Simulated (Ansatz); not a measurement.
# BaMn2Bi2: the cost of one run

Program: Ansatz 0.2.0. Level of theory: DFT PBE, scalar-relativistic, plane waves, PAW. These are calculated values, not measurements.

These runs use a low cutoff (300 eV) and a coarse mesh on purpose, to show what cheap settings give: their numbers aren't properties of the material.

## Step 1: The structure to begin with

Symmetry: I4/mmm, No. 139, tetragonal system. Conventional cell: a = 4.496 Å, b = 4.496 Å, c = 14.491 Å, α = 90.00°, β = 90.00°, γ = 90.00°. Around Ba (site symmetry 4/mmm) lie 8 Bi at 3.72 Å and 8 Mn at 4.26 Å. Around Mn (site symmetry -4m2) lie 4 Bi at 2.81 Å and 4 Mn at 3.18 Å. Bi (site symmetry 4mm) has 4 Mn at 2.81 Å as nearest neighbours.

As a file:

```cif
data_structure
_symmetry_space_group_name_H-M 'P 1'
_symmetry_Int_Tables_number 1
_cell_length_a 7.9121
_cell_length_b 7.9121
_cell_length_c 7.9121
_cell_angle_alpha 146.988
_cell_angle_beta 146.988
_cell_angle_gamma 47.381
_cell_volume 146.45
loop_
_atom_site_label
_atom_site_type_symbol
_atom_site_fract_x
_atom_site_fract_y
_atom_site_fract_z
_atom_site_occupancy
Ba1 Ba 0.00000 0.00000 0.00000 1
Mn1 Mn 0.25000 0.75000 0.50000 1
Mn2 Mn 0.75000 0.25000 0.50000 1
Bi1 Bi 0.36673 0.36673 0.00000 1
Bi2 Bi 0.63327 0.63327 0.00000 1
```

Starting moments: Mn 4.29, -4.29 μB.

## Step 2: The electronic structure

Contents of input.yaml:

```yaml
crystal:
  lattice:
    - [-2.2479474164, 2.2479474164, 7.2453213959]
    - [2.2479474164, -2.2479474164, 7.2453213959]
    - [2.2479474164, 2.2479474164, -7.2453213959]
  atoms:
    - { symbol: Ba, position: [0.0, 0.0, 0.0] }
    - { symbol: Mn, position: [0.25, 0.75, 0.5], spin: 4.29 }
    - { symbol: Mn, position: [0.75, 0.25, 0.5], spin: -4.29 }
    - { symbol: Bi, position: [0.3667346612, 0.3667346612, 0.0] }
    - { symbol: Bi, position: [0.6332653388, 0.6332653388, 0.0] }
basis:
  ecutwfc: 300
  ecutrho_ratio: 4
kpoints:
  mp_grid: { grid: [6, 6, 6] }
  band_path:
    path:
      - [[0.0, 0.0, 0.0], [0.0, 0.0, 0.5], [0.25, 0.25, 0.25], [0.0, 0.5, 0.0], [0.0, 0.0, 0.0], [0.5, 0.5, -0.5], [0.27406562, 0.72593438, -0.27406562]]
      - [[-0.27406562, 0.27406562, 0.27406562], [0.0, 0.0, 0.0]]
      - [[0.0, 0.0, 0.5], [-0.04813123, 0.04813123, 0.5]]
      - [[0.5, 0.5, -0.04813123], [0.5, 0.5, -0.5]]
    npoints: 14
hamiltonian:
  xc: pbe
scf:
  occupations: { method: gaussian, width: 0.05 }
  lower_state_search: "off"
  n_extra_bands: 31
output:
  forces: true
  stress: true
  eigenvalues: true
  populations: true
  dos: { projected: true, de: 0.02, nscf_kmesh: { grid: [9, 9, 9] } }
  bader: true
magnetization:
  spin_polarized: true
checkpoint:
  read: start.run
  write: ck
  compress: false
  write_wavefunctions: false
  write_every: 100000
```

The run starts from a saved state of the same cell, the folder start.run.

On the command line:

```console
$ ansatz run input.yaml --threads 1 --pin off --max-ram 2560MiB --backend cpu --events-out ev --progress --plain --runs-dir out
```

**Question.** How long does this run take on 1 thread of Arm Neoverse V2, shared host, and how much memory does it need?

About 4.9 min, with a peak of 0.97 GiB.
